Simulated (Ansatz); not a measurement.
# BrF₂H₃Si₂: a ladder of functionals and wavefunction methods

One table from this session's results is given with a row withheld; the runs are named, their logs left out.

Program: Ansatz 0.2.0, Gaussian basis. Level of theory: functionals in def2-TZVPP, the program's frozen cores in correlated methods. These are calculated values, not measurements.

Levels to be run: LDA (SPW92), PBE-D4, revPBE-D4, BLYP-D4, r2SCAN-D4, B97M-V, PBE0-D4, B3LYP-D4, r2SCANh-D4, r2SCAN0-D4, HSE06-D4, BHLYP-D4, CAM-B3LYP-D4, LC-ωPBE, ωB97X-V, ωB97M-V, B2PLYP, PBE-QIDH; CCSD(T)/def2-SVP; CCSD(T)/def2-TZVPP; MP2/def2-QZVPP; extrapolation to the limit; RPA on PBE.

### The relaxed structure

The geometry comes from an earlier relaxation with PBE0-D4 in a triple-zeta def2 set; it is a stationary point, not always the lowest conformer.

SMILES `F[SiH2][SiH](F)Br`, 8 atoms, charge 0, spin multiplicity 1.

Atoms are counted from 1 here; the program's logs count them from 0.

Bond lengths: F1–Si2 1.603 Å, Si2–Si3 2.350 Å, Si2–H6 1.483 Å, Si2–H7 1.485 Å, Si3–F4 1.598 Å, Si3–Br5 2.210 Å, Si3–H8 1.481 Å. Angles: F1–Si2–Si3 107.9°, F1–Si2–H6 108.9°, F1–Si2–H7 108.2°, Si3–Si2–H6 110.1°, Si3–Si2–H7 111.5°, H6–Si2–H7 110.2°, Si2–Si3–F4 108.1°, Si2–Si3–Br5 108.7°, Si2–Si3–H8 116.0°, F4–Si3–Br5 108.7°, F4–Si3–H8 107.6°, Br5–Si3–H8 107.5°.

Coordinates:

```xyz
8
charge 0, multiplicity 1
F    -0.39964    2.15822    0.51041
Si    0.39748    0.80213    0.81726
Si   -0.42263   -0.85931   -0.62899
F     0.33661   -2.22617   -0.29728
Br    0.04335   -0.27802   -2.71011
H     1.84205    1.02797    0.56827
H     0.17252    0.44292    2.24046
H    -1.87754   -1.12485   -0.55571
```

Set-up of the first run:

Contents of in.yaml:

```yaml
crystal:
  periodic: [false, false, false]
  atoms:
    - {symbol: F, position_ang: [-0.399638, 2.158224, 0.510408]}
    - {symbol: Si, position_ang: [0.397480, 0.802133, 0.817258]}
    - {symbol: Si, position_ang: [-0.422634, -0.859310, -0.628990]}
    - {symbol: F, position_ang: [0.336609, -2.226172, -0.297281]}
    - {symbol: Br, position_ang: [0.043352, -0.278019, -2.710108]}
    - {symbol: H, position_ang: [1.842046, 1.027971, 0.568266]}
    - {symbol: H, position_ang: [0.172524, 0.442922, 2.240458]}
    - {symbol: H, position_ang: [-1.877538, -1.124848, -0.555711]}
basis:
  gaussian: {orbitals: def2-TZVPP}
hamiltonian: {xc: lda}
output: {orbitals: {seedname: orbitals}}
```

Run with:

```bash
ansatz run in.yaml --threads 4 --pin off --events-out ev --progress --plain --max-ram 10444MiB
```

Steps of the session up to this table: LDA; PBE-D4 (GGA); revPBE-D4 (GGA); BLYP-D4 (GGA); r2SCAN-D4 (meta-GGA); B97M-V (meta-GGA); PBE0-D4 (hybrid); B3LYP-D4 (hybrid); r2SCANh-D4 (hybrid); r2SCAN0-D4 (hybrid); HSE06-D4 (hybrid); BHLYP-D4 (hybrid); CAM-B3LYP-D4 (range-separated); LC-ωPBE (range-separated); ωB97X-V (range-separated); ωB97M-V (range-separated); B2PLYP (double hybrid); PBE-QIDH (double hybrid).

One table of the session follows, with a row left open; its other results are not shown here.

It belongs to the step «Orbital energies across the functionals». 

| functional | HOMO (eV) | LUMO (eV) | gap (eV) |
| --- | --- | --- | --- |
| LDA (SPW92) | -7.15 | -2.51 | 4.64 |
| PBE-D4 | -7.04 | -2.23 | 4.81 |
| revPBE-D4 | -6.99 | -2.11 | 4.88 |
| BLYP-D4 | -6.91 | -2.05 | 4.87 |
| r2SCAN-D4 | -7.35 | -1.95 | 5.40 |
| B97M-V | -7.44 | -2.12 | 5.32 |
| PBE0-D4 | -8.27 | -1.39 | 6.89 |
| B3LYP-D4 | -8.06 | -1.55 | 6.51 |
| r2SCANh-D4 | -7.80 | -1.66 | 6.14 |
| r2SCAN0-D4 | -8.47 | -1.23 | 7.24 |
| HSE06-D4 | -7.88 | -1.76 | 6.11 |
| BHLYP-D4 | -9.40 | -0.45 | 8.95 |
| CAM-B3LYP-D4 | -9.57 | -0.33 | 9.24 |
| LC-ωPBE | -10.87 | 0.81 | 11.68 |
| ωB97X-V | -10.54 | 0.69 | 11.24 |
| ωB97M-V | ? | ? | ? |

Q: Estimate the row for ωB97M-V from the others.

The run gave: HOMO (eV): -10.33; LUMO (eV): 0.41; gap (eV): 10.74. In the column «HOMO (eV)» it lies between ωB97X-V (-10.54) and CAM-B3LYP-D4 (-9.57).
